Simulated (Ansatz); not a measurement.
**LaI: a short molecular-dynamics run**

What does LaI do over 40 steps of 1 fs under a Nosé-Hoover thermostat at 300 K? The cell is a randomly packed cell of 8 atoms, taken as it stands, without a relaxation.

All numbers below are computed with Ansatz 0.2.0 (DFT PBE, plane waves, PAW, scalar-relativistic, no spin polarisation).

## 1. The system as given

The cell holds 8 atoms (I4La4): a = 6.026 Å, b = 6.693 Å, c = 7.191 Å, α = 96.26°, β = 103.68°, γ = 89.74°.

Structure file:

```
I La
1.0
     5.90705   -0.62979   -1.01154
     0.72565    6.65276   -0.08761
    -0.57988   -0.63099    7.13931
I La
4 4
Direct
  0.93791 0.18994 0.84048
  0.14008 0.59188 0.06498
  0.65678 0.71803 0.99645
  0.60107 0.04542 0.50355
  0.03638 0.75930 0.64807
  0.44980 0.26046 0.88499
  0.48771 0.51925 0.46884
  0.94166 0.26313 0.29446
```

## 2. Molecular dynamics

input.yaml

```yaml
crystal:
  lattice:
    - [5.907048, -0.629789, -1.011537]
    - [0.72565, 6.652764, -0.087611]
    - [-0.579885, -0.630993, 7.139305]
  atoms:
    - { symbol: I, position: [0.937906, 0.189941, 0.840484] }
    - { symbol: I, position: [0.140076, 0.591877, 0.064975] }
    - { symbol: I, position: [0.65678, 0.718032, 0.996454] }
    - { symbol: I, position: [0.601067, 0.04542, 0.503545] }
    - { symbol: La, position: [0.036384, 0.759298, 0.648073] }
    - { symbol: La, position: [0.4498, 0.260459, 0.884985] }
    - { symbol: La, position: [0.487708, 0.51925, 0.468838] }
    - { symbol: La, position: [0.941664, 0.263127, 0.294462] }
kpoints:
  mp_grid: { grid: [3, 2, 2] }
magnetization:
  spin_polarized: false
scf:
  occupations: { method: fermi_dirac, width: 0.1 }
hamiltonian:
  pseudopotentials: { kind: paw }
  xc: pbe
basis:
  ecutwfc: 420
md:
  timestep: 1.0
  n_steps: 40
  ensemble: nvt_nose_hoover
  temperature: 300.0
  initial_velocities: maxwell_boltzmann
  seed: 570290
```

Started as:

```console
ansatz run input.yaml --threads 2 --pin off --max-ram 2560MiB --backend cpu --events-out ev --progress --plain --runs-dir out
```

Q: Predict the outcome of this session. Wanted: temperature, first and last step; temperature, second half; potential energy, second half; largest change of the conserved energy; mean square displacement, second half.

**Answer**, as computed:

| quantity | value |
| --- | --- |
| length | 40 steps of 1 fs |
| temperature, first and last step | 300 and 1449 K |
| temperature, second half | mean 1253 K, from 939 to 1449 K |
| potential energy, second half | -120 meV/atom from the start |
| largest change of the conserved energy | 0.03 meV/atom |
| mean square displacement, second half | I 0.017, La 0.005 Å² |

In words: Against a set 300 K the second half averages 1253 K, going from 939 to 1449 K over that half; the potential energy of that half lies 120 meV/atom under the start, so the atoms have moved to lower-lying arrangements, and the energy set free heats the cell. The conserved energy strays from its start by at most 0.03 meV/atom, under 0.1 % of the mean kinetic energy, so a step of 1 fs is short enough over this time. Over the second half I atoms stand 0.1 Å (root mean square) from where they began, and the farthest move is 0.2 Å. Averages from a run of 40 fs with 8 atoms are rough. The k-mesh is coarse for this cell.
